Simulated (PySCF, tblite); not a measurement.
# C₅H₁₀SSi: geometry, infrared bands and NMR shifts

Aim: predict the infrared bands and NMR shifts of C₅H₁₀SSi (`C1C[C@@H]([SiH]2CC2)S1`).

The runs use tblite 0.8.0 and PySCF 2.14.0, with density-fitted response routines of our own; the level of theory stands in each step. All values are computed, except where a source is named. Atoms count from 0, in the outputs and in this text.

## 1. Starting geometry

17 atoms, charge 0, multiplicity 1; geometry from: force field or distance geometry start.

Bonds of the start (Å): C0–C1 1.50, C1–C2 1.49, C2–Si3 1.83, Si3–C4 1.88, C4–C5 1.50, C2–S6 1.80, S6–C0 1.81, C5–Si3 1.85, C0–H7 1.12, C0–H8 1.11, C1–H9 1.11, C1–H10 1.11, C2–H11 1.12, Si3–H12 1.45, C4–H13 1.12, C4–H14 1.12, C5–H15 1.12, C5–H16 1.12.

## 2. Relaxing the molecule with GFN2-xTB

Job settings and geometry (Å):

```
{"job": {"kind": "relax", "xc": "GFN2-xTB", "basis": "xTB"}, "charge": 0, "multiplicity": 1}
C     -2.184500    -0.592000     0.500400
C     -1.422300     0.649200     0.132200
C     -0.745500     0.060700    -1.063100
Si     1.028200    -0.373700    -0.940100
C      2.008100     0.770100     0.187800
C      1.846600    -0.630500     0.700700
S     -1.932500    -1.292700    -1.145400
H     -3.276800    -0.448100     0.674000
H     -1.704300    -1.138200     1.334200
H     -0.759400     1.009600     0.948400
H     -2.119400     1.462000    -0.159600
H     -0.910500     0.745000    -1.936400
H      1.734000    -0.978000    -2.052400
H      2.967300     1.083400    -0.303900
H      1.390800     1.555800     0.698100
H      1.259700    -0.684100     1.650800
H      2.813600    -1.186400     0.764500
```

Run with:

```bash
> OMP_NUM_THREADS=1 python probes_run.py task.json out
```

This one command runs all jobs of the session in turn.

**Question.** This job is followed by: GFN2-xTB harmonic vibrations, gas phase; GIAO PBE0/pcSseg-1 NMR shielding, non-relativistic, gas phase. Predict these results of the whole session: strongest single infrared mode (GFN2-xTB); zero-point energy (GFN2-xTB); 13C shifts against TMS (PBE0/pcSseg-1); 1H shifts against TMS (PBE0/pcSseg-1); 29Si shifts against TMS (PBE0/pcSseg-1); 33S shifts against CS2 (PBE0/pcSseg-1).

As calculated:

```
                                 quantity                                                           value
strongest single infrared mode (GFN2-xTB)                                           2361 cm⁻¹, 255 km/mol
             zero-point energy (GFN2-xTB)                                                   84.4 kcal/mol
   13C shifts against TMS (PBE0/pcSseg-1)                                30.4, 27.8, 25.2, -4.2, -6.2 ppm
    1H shifts against TMS (PBE0/pcSseg-1)  3.84, 3.37, 3.29, 3.05, 2.86, 1.69, 1.07, 0.63, 0.54, 0.52 ppm
  29Si shifts against TMS (PBE0/pcSseg-1)                                                      -119.3 ppm
   33S shifts against CS2 (PBE0/pcSseg-1)                                                          23 ppm
```

In words: Over 78 steps the energy fell by 0.539 eV; of the close pairs, C2–Si3 changed most, 1.830 to 1.895 Å. No mode is imaginary among the 45: a minimum at this level. The strongest single mode, at 2361 cm⁻¹, moves mainly H12. GFN2-xTB is a fitted tight-binding method: band positions and strengths are rough. Its intensities can rank the bands wrongly. At PBE0/pcSseg-1: Shielding is most anisotropic at S6 (span 652 ppm, paramagnetic term -575 ppm).
